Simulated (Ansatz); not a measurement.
Task: a rigid scan of one bond length of AlBrFHO, SMILES [OH][Al]([F])[Br], with Ansatz 0.2.0, Python API. Give the script and its output. Settings (for the species named): PBE, def2-SVP basis, multiplicity 1, D4 dispersion.

`albrfho.xyz`
```text
5

O     0.44680    1.37480   -0.07070
Al   -0.02280   -0.36250   -0.24220
F     1.25000   -1.56490   -0.55840
Br   -2.19930   -1.06130   -0.03620
H     0.57520    1.54010    0.86610
```

`albrfho.py`:
```python
"""Potential curve of AlBrFHO along one bond."""

import ansatz as az
import numpy as np

geometry = az.Crystal.molecule_from_extxyz("albrfho.xyz")

symbols = [site.symbol for site in geometry.cartesian_sites]
start = np.array([site.position_ang for site in geometry.cartesian_sites])
axis = (start[4] - start[0]) / np.linalg.norm(start[4] - start[0])
moving = [4]
lengths, energies = [0.845, 0.883, 0.922, 0.96, 0.998, 1.037, 1.075, 1.133], []
for length in lengths:
    xyz = start.copy()
    xyz[moving] += (length - np.linalg.norm(start[4] - start[0])) * axis
    point = az.Crystal.molecule()
    for symbol, place in zip(symbols, xyz):
        point = point.atom(symbol, place.tolist())
    setup = point.calculation()
    setup = setup.basis(gaussian="def2-SVP")
    setup = setup.functional("PBE", dispersion="d4")
    summary = setup.run(threads=1, backend="cpu").report
    energies.append(summary["free_energy_ev"])
    print(f"r = {length:6.3f} A  E = {energies[-1]:.5f} eV  <S^2> = {abs(summary['mean_field']['state']['spin_squared']):.3f}")

# quartic fit about the minimum
fit = np.polynomial.Polynomial.fit(lengths, np.array(energies) - min(energies), 4).convert()
roots = [r.real for r in fit.deriv().roots() if abs(r.imag) < 1e-9 and fit.deriv(2)(r.real) > 0]
r_e = min(roots, key=lambda r: abs(r - lengths[int(np.argmin(energies))]))
print(f"minimum of the fit at {r_e:.4f} A, force constant {fit.deriv(2)(r_e):.2f} eV/A^2")
```

```console
$ python albrfho.py
r =  0.845 A  E = -81394.39423 eV  <S^2> = 0.000
r =  0.883 A  E = -81394.70889 eV  <S^2> = 0.000
r =  0.922 A  E = -81394.89405 eV  <S^2> = 0.000
r =  0.960 A  E = -81394.97069 eV  <S^2> = 0.000
r =  0.998 A  E = -81394.96849 eV  <S^2> = 0.000
r =  1.037 A  E = -81394.90349 eV  <S^2> = 0.000
r =  1.075 A  E = -81394.79374 eV  <S^2> = 0.000
r =  1.133 A  E = -81394.56316 eV  <S^2> = 0.000
minimum of the fit at 0.9771 A, force constant 48.32 eV/A^2
```

What to keep in mind:
- Total energies depend on the basis set; only differences at equal settings carry meaning.
- The rest of the molecule is held rigid at a force-field or estimated start geometry, and the basis set is modest; single-reference methods fail as a bond breaks.
- The orbitals are restricted, so S² is zero by construction.
- Hardware and time: 14 s on 1 thread of Arm Neoverse V1, on a shared host, peak memory 0.19 GiB.
